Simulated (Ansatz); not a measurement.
Cs, space group I4_1/amd: a check of PAW against all-electron LAPW, run with Ansatz's Python interface.

Script `cs_paw_lapw.py`:
```python
"""PAW against all-electron LAPW for Cs."""

import ansatz as az
import numpy as np

SETTINGS = {
    "mesh": (5, 5, 5),
    "sigma": 0.2,
    "tolerance": 1e-05,
}


def count_gap(report):
    # lowest empty less highest filled band, counting bands; zero where they overlap
    return max(report.get("gap_by_band_count_ev") or 0.0, 0.0)

lattice = az.Lattice.of(
    (-2.553846, 2.553846, 9.596067),
    (2.553846, -2.553846, 9.596067),
    (2.553846, 2.553846, -9.596067),
)
sites = [
    ("Cs", (0.25, 0.75, 0.5)),
    ("Cs", (0.5, 0.5, 0.0)),
]
xtal = az.Crystal(lattice=lattice)
for symbol, position in sites:
    xtal = xtal.atom(symbol, position)

model = (
    xtal.calculation()
    .functional(az.Functional.PBESOL)
    .kpoints(*SETTINGS["mesh"], center="monkhorst-pack")
    .occupations(az.OccupationsMethod.FERMI_DIRAC, width=SETTINGS["sigma"])
    .mixing("anderson")
    .scf(tolerance=SETTINGS["tolerance"])
    .stress()
    .forces()
    .band_table()
)
variants = {
    "PAW": model.pseudopotentials("paw"),
    "LAPW": model.pseudopotentials("all_electron", lapw=True),
}
# totals differ by the cores that each treatment holds, so compare what does not depend on them
rows = []
for label, variant in variants.items():
    r = variant.run().report
    levels = np.array(r["eigenvalues_ev"][0]) - r["fermi_energy_ev"]
    print(label, "levels at the first k-point near E_F:", np.round(levels[np.abs(levels) < 5], 3))
    rows.append((label, r["n_electrons"], np.trace(r["stress_gpa"]) / 3, count_gap(r)))
for row in rows:
    print("; ".join(f"{name} = {round(v, 4) if isinstance(v, float) else v}" for name, v in zip(["treatment", "electrons in bands", "P GPa", "gap by band count eV"], row)))
```

How well do the two treatments of the cores agree on the pressure?

PAW gives -0.132 GPa and LAPW -0.132 GPa, 0.000 GPa apart. They took 6.3 and 4.9 s of processor time.

The output:

`python cs_paw_lapw.py` gives:
```text
DeckWarning: basis.ecutwfc = 420 eV, auto-derived from the records' recommended cutoffs: set by Cs (normal level)
DeckWarning: scf.convergence.dr2_threshold = 1e-5 eV is looser than this run's default, which is 1e-7 eV or tighter. The error in the forces grows as the threshold's square root, so leave the key out unless less accurate forces are enough
DeckWarning: output.stress: scf.convergence.dr2_threshold = 1e-5 eV is looser than the 2e-10 eV advised for a printed stress (1e-10 eV for each atom of the cell: 2). What an SCF threshold leaves in a [...]
PAW levels at the first k-point near E_F: [-1.552 -0.073  0.586  1.615  1.619  1.941]
DeckWarning: output.stress: scf.convergence.dr2_threshold = 1e-5 eV is looser than the 1e-7 eV advised for a printed stress on datasets or a basis made for the crystal, by an estimate of what a [...]
LAPW levels at the first k-point near E_F: [-1.552 -0.073  0.587  1.615  1.62   1.941  3.225]
treatment = PAW; electrons in bands = 18.0; P GPa = -0.1317; gap by band count eV = 0.0
treatment = LAPW; electrons in bands = 38.0; P GPa = -0.1316; gap by band count eV = 0.0
```
(Warnings from the package without file and line, shortened.)

Reading the output:
- The settings weren't tested for convergence.
- The computed bands are complete only to about 1.9 eV above the Fermi level.
- The mesh is modest for a metal, so energies can be off by several to tens of meV an atom and pressures by half a GPa or more; differences at equal mesh fare better.
- A Fermi-Dirac width this large means warm electrons, whose thermal share enters the free energy.
- A gap by band count of zero or less means overlapping bands, a metal.
- This isn't the structure that Cs takes at ambient conditions.
- Gaps and levels are Kohn-Sham values on a finite set of k-points, without spin-orbit coupling.
- Pressure is positive in compression; the treatments may keep other shells as core, so totals and counts of electrons can differ.
- Wall time of the script: 13 s on 1 thread of Intel(R) Xeon(R) Processor @ 2.70GHz, with other jobs on the host, peak memory 0.51 GiB.
